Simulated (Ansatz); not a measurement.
Write a Python script for the Ansatz DFT code, driven from Python that makes a rigid scan of one bond angle of ClH3NOSb, SMILES [NH2][Sb]([OH])[Cl]. Settings (for the species named): PBE, def2-SVP basis, multiplicity 1, D4 dispersion.

```xyz
7

N    -0.2274    1.2565    0.1027
Sb    0.5386   -0.1387   -1.1960
O     1.6311   -0.9335    0.2791
Cl   -1.1973   -1.6520   -0.7850
H    -1.1055    1.6950   -0.4152
H    -0.6356    0.8151    0.9317
H     1.0573   -1.1104    1.0369
```

The script, `bend_clh3nosb.py`:
```python
'''Energy of ClH3NOSb against one bond angle.'''

import ansatz
from ase import Atoms

atoms = Atoms(['N', 'Sb', 'O', 'Cl', 'H', 'H', 'H'], positions=[
    [-0.2274, 1.2565, 0.1027],
    [0.5386, -0.1387, -1.196],
    [1.6311, -0.9335, 0.2791],
    [-1.1973, -1.652, -0.785],
    [-1.1055, 1.695, -0.4152],
    [-0.6356, 0.8151, 0.9317],
    [1.0573, -1.1104, 1.0369],
])

# start the scan from a relaxed geometry
first = (
    ansatz.Crystal.molecule_from_ase(atoms).calculation()
    .basis(gaussian='def2-SVP')
    .functional('PBE', dispersion='d4')
    .relax(force_tolerance=0.02, max_steps=80)
)
atoms.positions = first.run(threads=1, pin='off').report['positions_ang']

rows = []
for angle in [85, 95, 105, 115, 125, 140, 160]:
    bent = atoms.copy()
    bent.set_angle(1, 2, 6, angle, indices=[6])
    calc = (
        ansatz.Crystal.molecule_from_ase(bent).calculation()
        .basis(gaussian='def2-SVP')
        .functional('PBE', dispersion='d4')
    )
    rows.append((angle, calc.run(threads=1, pin='off').report['free_energy_ev']))
floor = min(e for _, e in rows)
for angle, e in rows:
    print(f'angle Sb1-O2-H6 = {angle:3d} deg   {1000 * (e - floor):9.1f} meV')
```

`python bend_clh3nosb.py` gives:
```text
angle Sb1-O2-H6 =  85 deg       217.4 meV
angle Sb1-O2-H6 =  95 deg        52.0 meV
angle Sb1-O2-H6 = 105 deg         0.0 meV
angle Sb1-O2-H6 = 115 deg        29.8 meV
angle Sb1-O2-H6 = 125 deg       117.4 meV
angle Sb1-O2-H6 = 140 deg       312.1 meV
angle Sb1-O2-H6 = 160 deg       577.9 meV
```

The scan is rigid, and the energies are electronic, in a modest basis. The zero is the lowest point of the grid, which needn't be the minimum. def2 sets replace the cores of elements past krypton by effective core potentials. Hardware and time: 53 s on 1 thread of Arm Neoverse V2 (shared host), peak memory 0.22 GiB.
